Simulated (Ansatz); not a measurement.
**AlBFGaH7NSi: how energies converge with the basis set**

One table from this session's results is given with a row withheld; the runs are named, their logs left out.

Method: one geometry, several basis sets; program: Ansatz 0.2.0, Gaussian basis.

Plan: PBE0-D4/def2-SVP; ωB97M-V/def2-SVP; PBE0-D4/def2-QZVPP; ωB97M-V/def2-QZVPP; the functionals' def2-TZVPP values are taken from earlier runs.

**Structure used throughout**

An earlier PBE0-D4 in a triple-zeta def2 set relaxation fixed the geometry.

SMILES `B[N]([SiH3])[Al]([F])[GaH2]`, 13 atoms, charge 0, spin multiplicity 1.

Atoms are counted from 1 here; the program's logs count them from 0.

Bond lengths: B1–N2 1.416 Å, B1–H7 1.205 Å, B1–H8 1.198 Å, N2–Si3 1.734 Å, N2–Al4 1.826 Å, Si3–H9 1.523 Å, Si3–H10 1.482 Å, Si3–H11 1.482 Å, Al4–F5 1.648 Å, Al4–Ga6 2.486 Å, Ga6–H12 1.573 Å, Ga6–H13 1.572 Å. Angles: N2–B1–H7 120.0°, N2–B1–H8 120.1°, H7–B1–H8 119.9°, B1–N2–Si3 119.1°, B1–N2–Al4 125.6°, Si3–N2–Al4 115.3°, N2–Si3–H9 107.2°, N2–Si3–H10 113.4°, N2–Si3–H11 113.4°, H9–Si3–H10 105.6°, H9–Si3–H11 105.6°, H10–Si3–H11 111.0°, N2–Al4–F5 118.0°, N2–Al4–Ga6 105.9°, F5–Al4–Ga6 136.1°, Al4–Ga6–H12 120.9°, Al4–Ga6–H13 121.0°, H12–Ga6–H13 118.1°.

As a file:

```mol
AlBFGaH7NSi
  3D, bonds by distance, orders not assigned

 13 12  0  0  0  0  0  0  0  0999 V2000
    0.0993   -2.1649   -0.8976 B   0  0
   -0.0195   -0.8463   -0.3958 N   0  0
    1.1412   -0.2750    0.7582 Si  0  0
   -1.3161    0.3532   -0.8581 Al  0  0
   -2.4546   -0.1212   -1.9513 F   0  0
   -0.8324    2.4155    0.4438 Ga  0  0
    0.9981   -2.8741   -0.5220 H   0  0
   -0.6935   -2.5770   -1.6960 H   0  0
    0.7568    1.1559    1.1124 H   0  0
    2.5184   -0.1952    0.2174 H   0  0
    1.1166   -1.0230    2.0370 H   0  0
    0.1220    3.5266   -0.1285 H   0  0
   -1.4362    2.6255    1.8804 H   0  0
  1  2  8  0
  2  3  8  0
  2  4  8  0
  4  5  8  0
  4  6  8  0
  1  7  8  0
  1  8  8  0
  3  9  8  0
  3 10  8  0
  3 11  8  0
  6 12  8  0
  6 13  8  0
M  END
```

Set-up of the first run:

in.yaml

```yaml
crystal:
  periodic: [false, false, false]
  atoms:
    - {symbol: B, position_ang: [0.099265, -2.164904, -0.897597]}
    - {symbol: N, position_ang: [-0.019515, -0.846266, -0.395838]}
    - {symbol: Si, position_ang: [1.141154, -0.274981, 0.758212]}
    - {symbol: Al, position_ang: [-1.316072, 0.353165, -0.858109]}
    - {symbol: F, position_ang: [-2.454570, -0.121153, -1.951305]}
    - {symbol: Ga, position_ang: [-0.832350, 2.415481, 0.443812]}
    - {symbol: H, position_ang: [0.998076, -2.874113, -0.521950]}
    - {symbol: H, position_ang: [-0.693478, -2.577034, -1.696042]}
    - {symbol: H, position_ang: [0.756774, 1.155886, 1.112430]}
    - {symbol: H, position_ang: [2.518400, -0.195169, 0.217431]}
    - {symbol: H, position_ang: [1.116562, -1.022976, 2.037032]}
    - {symbol: H, position_ang: [0.121983, 3.526580, -0.128460]}
    - {symbol: H, position_ang: [-1.436230, 2.625483, 1.880393]}
basis:
  gaussian: {orbitals: def2-SVP}
hamiltonian: {xc: pbe0, dispersion: d4}
output: {orbitals: {seedname: orbitals}}
```

Launch:

```
ansatz run in.yaml --threads 2 --pin off --events-out ev --progress --plain --max-ram 32768MiB --backend cpu
```

Steps of the session up to this table: PBE0-D4 in def2-SVP; ωB97M-V in def2-SVP; PBE0-D4 in def2-QZVPP; ωB97M-V in def2-QZVPP.

One of the session's tables, all rows but one given; the rest of the session is left out.

It belongs to the step «Functionals by basis». 

| functional | basis | HOMO (eV) | LUMO (eV) |
| --- | --- | --- | --- |
| PBE0-D4 | def2-SVP | -7.38 | -1.74 |
| PBE0-D4 | def2-TZVPP | -7.38 | -1.76 |
| PBE0-D4 | def2-QZVPP | -7.39 | -1.78 |
| ωB97M-V | def2-SVP | ? | ? |
| ωB97M-V | def2-TZVPP | -9.39 | 0.00 |
| ωB97M-V | def2-QZVPP | -9.39 | -0.13 |

Estimate the missing values for ωB97M-V, def2-SVP.

**Answer.** HOMO (eV): -9.35; LUMO (eV): 0.08. In the column «HOMO (eV)» it lies between ωB97M-V, def2-QZVPP (-9.39) and PBE0-D4, def2-QZVPP (-7.39).
